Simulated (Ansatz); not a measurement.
# C7H6O2: the cost of one run

Program: Ansatz 0.2.0, Gaussian basis. Level of theory: one geometry, several basis sets. These are calculated values, not measurements.

Levels to be run: PBE0-D4/def2-SVP; ωB97M-V/def2-SVP; PBE0-D4/def2-QZVPP; ωB97M-V/def2-QZVPP; the functionals' def2-TZVPP values are taken from earlier runs.

**1. Structure used throughout**

All runs share one geometry, relaxed beforehand with PBE0-D4 in a triple-zeta def2 set.

SMILES `O=C(O)c1ccccc1`, 15 atoms, charge 0, spin multiplicity 1.

Atoms are counted from 1 here; the program's logs count them from 0.

Bond lengths: O1–C2 1.204 Å, C2–O3 1.345 Å, C2–C4 1.480 Å, O3–H10 0.967 Å, C4–C5 1.392 Å, C4–C9 1.392 Å, C5–C6 1.385 Å, C5–H11 1.082 Å, C6–C7 1.388 Å, C6–H12 1.084 Å, C7–C8 1.389 Å, C7–H13 1.084 Å, C8–C9 1.383 Å, C8–H14 1.084 Å, C9–H15 1.083 Å. Angles: O1–C2–O3 122.1°, O1–C2–C4 124.8°, O3–C2–C4 113.1°, C2–O3–H10 106.0°, C2–C4–C5 122.1°, C2–C4–C9 117.9°, C5–C4–C9 120.1°, C4–C5–C6 119.8°, C4–C5–H11 119.6°, C6–C5–H11 120.6°, C5–C6–C7 120.1°, C5–C6–H12 119.9°, C7–C6–H12 120.1°, C6–C7–C8 120.2°, C6–C7–H13 119.9°, C8–C7–H13 119.9°, C7–C8–C9 119.9°, C7–C8–H14 120.1° and more.

**2. PBE0-D4 in def2-SVP**

Contents of in.yaml:

```yaml
crystal:
  periodic: [false, false, false]
  atoms:
    - {symbol: O, position_ang: [2.551025, -0.838918, 1.241975]}
    - {symbol: C, position_ang: [2.041903, -0.174799, 0.376581]}
    - {symbol: O, position_ang: [2.770914, 0.561806, -0.481008]}
    - {symbol: C, position_ang: [0.585214, -0.074082, 0.136293]}
    - {symbol: C, position_ang: [0.056881, 0.712068, -0.883505]}
    - {symbol: C, position_ang: [-1.314595, 0.771565, -1.066006]}
    - {symbol: C, position_ang: [-2.158325, 0.049315, -0.234150]}
    - {symbol: C, position_ang: [-1.632146, -0.735259, 0.783587]}
    - {symbol: C, position_ang: [-0.262934, -0.797491, 0.969219]}
    - {symbol: H, position_ang: [3.695198, 0.422086, -0.234427]}
    - {symbol: H, position_ang: [0.722639, 1.271904, -1.527358]}
    - {symbol: H, position_ang: [-1.727512, 1.383172, -1.859593]}
    - {symbol: H, position_ang: [-3.231583, 0.097938, -0.379525]}
    - {symbol: H, position_ang: [-2.292565, -1.298597, 1.432260]}
    - {symbol: H, position_ang: [0.173986, -1.401410, 1.755057]}
basis:
  gaussian: {orbitals: def2-SVP}
hamiltonian: {xc: pbe0, dispersion: d4}
output: {orbitals: {seedname: orbitals}}
```

Command:

```sh
$ ansatz run in.yaml --threads 2 --pin off --events-out ev --progress --plain --max-ram 32768MiB --backend cpu
```

Q: Estimate wall time and peak memory on 2 threads of AMD EPYC 7R13, shared host.

About 3.4 s, with a peak of 0.49 GiB.
